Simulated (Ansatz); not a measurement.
**CH₁₀N₂Si₂: up Jacob's ladder to CCSD(T)**

The task here is to estimate one member of a computed series from the others.

Program: Ansatz 0.2.0, Gaussian basis. Level of theory: functionals in def2-TZVPP, the program's frozen cores in correlated methods. These are calculated values, not measurements.

Plan: PBE-D4, r2SCAN-D4, PBE0-D4, B3LYP-D4, ωB97X-V, ωB97M-V, B2PLYP; CCSD(T)/def2-TZVPP; MP2/def2-QZVPP; extrapolation to the limit.

**The geometry**

All runs share one geometry, relaxed beforehand with PBE0-D4 in a triple-zeta def2 set.

SMILES `NC([SiH3])N[SiH3]`, 15 atoms, charge 0, spin multiplicity 1.

Atoms are counted from 1 here; the program's logs count them from 0.

Bond lengths: N1–C2 1.461 Å, N1–H6 1.013 Å, N1–H7 1.014 Å, C2–Si3 1.912 Å, C2–N4 1.442 Å, C2–H8 1.103 Å, Si3–H9 1.488 Å, Si3–H10 1.490 Å, Si3–H11 1.488 Å, N4–Si5 1.718 Å, N4–H12 1.012 Å, Si5–H13 1.488 Å, Si5–H14 1.485 Å, Si5–H15 1.494 Å. Angles: C2–N1–H6 111.5°, C2–N1–H7 110.8°, H6–N1–H7 108.4°, N1–C2–Si3 110.9°, N1–C2–N4 107.8°, N1–C2–H8 105.6°, Si3–C2–N4 114.3°, Si3–C2–H8 106.4°, N4–C2–H8 111.6°, C2–Si3–H9 105.4°, C2–Si3–H10 114.7°, C2–Si3–H11 109.4°, H9–Si3–H10 108.4°, H9–Si3–H11 109.0°, H10–Si3–H11 109.8°, C2–N4–Si5 127.4°, C2–N4–H12 110.7°, Si5–N4–H12 117.7° and more.

Set-up of the first run:

Contents of in.yaml:

```yaml
crystal:
  periodic: [false, false, false]
  atoms:
    - {symbol: N, position_ang: [-1.446660, 0.604491, 1.400944]}
    - {symbol: C, position_ang: [-0.436373, -0.205133, 0.723299]}
    - {symbol: Si, position_ang: [1.291817, 0.599422, 0.869292]}
    - {symbol: N, position_ang: [-0.878541, -0.418314, -0.632313]}
    - {symbol: Si, position_ang: [0.092780, -0.795036, -1.998512]}
    - {symbol: H, position_ang: [-1.280866, 0.645549, 2.399094]}
    - {symbol: H, position_ang: [-1.451249, 1.551736, 1.038520]}
    - {symbol: H, position_ang: [-0.387478, -1.151370, 1.288030]}
    - {symbol: H, position_ang: [1.545826, 0.727141, 2.330381]}
    - {symbol: H, position_ang: [2.400792, -0.192612, 0.267518]}
    - {symbol: H, position_ang: [1.256680, 1.957525, 0.263151]}
    - {symbol: H, position_ang: [-1.848565, -0.706187, -0.651951]}
    - {symbol: H, position_ang: [1.120761, 0.265444, -2.176556]}
    - {symbol: H, position_ang: [-0.823934, -0.837275, -3.165938]}
    - {symbol: H, position_ang: [0.823111, -2.096083, -1.925458]}
basis:
  gaussian: {orbitals: def2-TZVPP}
hamiltonian: {xc: pbe, dispersion: d4}
output: {forces: true, orbitals: {seedname: orbitals}}
```

On the command line:

```console
$ ansatz run in.yaml --threads 2 --pin off --events-out ev --progress --plain --max-ram 32768MiB --backend cuda --devices 0, --max-vram 18GiB
```

Among the steps run: PBE-D4 (GGA); r2SCAN-D4 (meta-GGA); PBE0-D4 (hybrid); B3LYP-D4 (hybrid); ωB97X-V (range-separated); ωB97M-V (range-separated); B2PLYP (double hybrid); CCSD(T) in def2-TZVPP; MP2 in def2-QZVPP.

One of the session's tables, all rows but one given; the rest of the session is left out.

It belongs to the step «Atomisation energies». 

| method | atomisation energy (eV) |
| --- | --- |
| PBE-D4 | 51.478 |
| r2SCAN-D4 | 50.819 |
| PBE0-D4 | 50.798 |
| B3LYP-D4 | 51.286 |
| ωB97X-V | 51.475 |
| ωB97M-V | 51.298 |
| B2PLYP | 50.435 |
| HF/def2-TZVPP | 36.288 |
| MP2/def2-TZVPP | ? |
| CCSD/def2-TZVPP | 48.955 |
| CCSD(T)/def2-TZVPP | 49.600 |
| MP2/CBS | 51.196 |
| CCSD(T)/CBS | 51.106 |

Q: Estimate the row for MP2/def2-TZVPP from the others.

**Answer.** atomisation energy (eV): 49.690. In the column «atomisation energy (eV)» it lies between CCSD(T)/def2-TZVPP (49.600) and B2PLYP (50.435).

Caveats from the session: Free atoms (2 N, 1 C, 2 Si, 10 H) were run apart at each level; the atomisation energy is their sum less the molecule, without zero-point or spin-orbit terms.
